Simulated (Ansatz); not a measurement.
**Alloy of ZnSiP2 and CdSiP2 (1 of 4 Zn sites exchanged), 16 atoms with displaced atoms**

Which settings matter for this cell? A base run comes first, then runs with one to three settings changed.

All numbers are computed with Ansatz 0.2.0 (PAW, plane waves).

### Step 1. Starting point

16 atoms (3 Zn, 4 Si, 8 P, 1 Cd); a = 5.408 Å, b = 5.408 Å, c = 10.456 Å, α = 90.00°, β = 90.00°, γ = 90.00°. All atoms were shaken off their sites by about 0.02 Å along each axis.

### Step 2. Single point with PBEsol

in.yaml

```yaml
crystal:
  lattice:
    - [5.407873, -0.000027, -0.000008]
    - [-0.000027, 5.407873, -0.000008]
    - [-0.000016, -0.000016, 10.455717]
  atoms:
    - { symbol: Zn, position: [0.000212, 0.008479, 0.002619] }
    - { symbol: Zn, position: [0.000368, 0.495847, 0.250041] }
    - { symbol: Zn, position: [0.500038, 0.500322, 0.496686] }
    - { symbol: Si, position: [0.004462, 0.001343, 0.496352] }
    - { symbol: Si, position: [0.501515, 0.998218, 0.251411] }
    - { symbol: Si, position: [0.505978, 0.505626, 0.998213] }
    - { symbol: Si, position: [0.991788, 0.504471, 0.750905] }
    - { symbol: P, position: [0.263003, 0.250509, 0.129224] }
    - { symbol: P, position: [0.226979, 0.260536, 0.624543] }
    - { symbol: P, position: [0.725259, 0.750219, 0.121907] }
    - { symbol: P, position: [0.743989, 0.229331, 0.372520] }
    - { symbol: P, position: [0.249795, 0.772194, 0.379253] }
    - { symbol: P, position: [0.253169, 0.727616, 0.876662] }
    - { symbol: P, position: [0.770072, 0.747409, 0.623357] }
    - { symbol: P, position: [0.750694, 0.268307, 0.874848] }
    - { symbol: Cd, position: [0.497586, 0.003812, 0.748344] }
kpoints:
  mp_grid: { grid: [2, 2, 2], shift: [0.5, 0.5, 0.5] }
hamiltonian:
  xc: pbesol
scf:
  occupations: { method: fermi_dirac, width: 0.01 }
output:
  forces: true
  eigenvalues: true
  stress: true
  populations: true
```

Started as:

```sh
$ ansatz run in.yaml --threads 8 --pin off --max-ram 118750MiB --runs-dir r --events-out ev --progress --plain --backend cuda --devices 0,
```

### Step 3. Changed settings: smearing width 0.2 eV, 60 extra bands

Changes to in.yaml since step 2:

```diff
@@ -27,3 +27,5 @@
 scf:
-  occupations: { method: fermi_dirac, width: 0.01 }
+  occupations: { method: fermi_dirac, width: 0.2 }
+  max_iter: 80
+  n_extra_bands: 60
 output:
@@ -32,2 +34 @@
   stress: true
-  populations: true
```

### Step 4. Run again with charge changed by 2

Changes to in.yaml since step 3:

```diff
@@ -26,6 +26,6 @@
   xc: pbesol
+total_charge: 2
 scf:
-  occupations: { method: fermi_dirac, width: 0.2 }
-  max_iter: 80
-  n_extra_bands: 60
+  occupations: { method: fermi_dirac, width: 0.01 }
+  max_iter: 70
 output:
```

### Step 5. Run again with xc grid 3, starting moment 4 μB

Changes to in.yaml since step 4:

```diff
@@ -24,8 +24,11 @@
   mp_grid: { grid: [2, 2, 2], shift: [0.5, 0.5, 0.5] }
+basis: { xc_grid: 3 }
 hamiltonian:
   xc: pbesol
-total_charge: 2
+magnetization:
+  spin_polarized: true
+  initial_magnetization: 4
 scf:
   occupations: { method: fermi_dirac, width: 0.01 }
-  max_iter: 70
+  max_iter: 80
 output:
```

### Step 6. Changed settings: dispersion D4

Changes to in.yaml since step 5:

```diff
@@ -24,11 +24,8 @@
   mp_grid: { grid: [2, 2, 2], shift: [0.5, 0.5, 0.5] }
-basis: { xc_grid: 3 }
 hamiltonian:
   xc: pbesol
-magnetization:
-  spin_polarized: true
-  initial_magnetization: 4
+  dispersion: d4
 scf:
   occupations: { method: fermi_dirac, width: 0.01 }
-  max_iter: 80
+  max_iter: 60
 output:
```

### Step 7. Run again with at most 4 cycles

Changes to in.yaml since step 6:

```diff
@@ -26,6 +26,5 @@
   xc: pbesol
-  dispersion: d4
 scf:
   occupations: { method: fermi_dirac, width: 0.01 }
-  max_iter: 60
+  max_iter: 4
 output:
```

### Step 8. Changed settings: mixing beta 0.4

Changes to in.yaml since step 7:

```diff
@@ -28,3 +28,4 @@
   occupations: { method: fermi_dirac, width: 0.01 }
-  max_iter: 4
+  max_iter: 80
+  mixing: { beta: 0.4 }
 output:
```

Before running it: what results should come out? Wanted: for each run, settings; status; energy from base; forces from base.

**Answer**, as computed:

| settings | status | cycles | time | energy from base (meV/atom) | forces from base (eV/Å rms) | filled to empty level on the mesh (eV) |
| --- | --- | --- | --- | --- | --- | --- |
| base | converged | 8 | 1.8 s (GPU) | 0 | 0 | 2.31 |
| smearing width 0.2 eV, 60 extra bands | converged | 7 | 1.9 s (GPU) | +0.7 | 0.001 | 2.31 |
| charge changed by 2 | converged | 10 | 1.9 s (GPU) | - | 0.120 | 0.18 |
| xc grid 3, starting moment 4 μB | converged | 16 | 2.3 s (GPU) | 0.0 | 0.000 | 2.31 |
| dispersion D4 | converged | 8 | 2 s (GPU) | - | 0.002 | 2.31 |
| at most 4 cycles | not converged | - | 1.7 s (GPU) | - | - | - |
| mixing beta 0.4 | converged | 8 | 2.4 s (GPU) | 0.0 | 0.000 | 2.31 |

**Reading.** Among these variants the forces move most with charge changed by 2 (0.120 eV/Å rms). The base mesh is coarse for so small a cell, so pressure, spacing and their changes aren't converged values of the solid. 1 of 6 variants gave no result: at most 4 cycles (not converged).
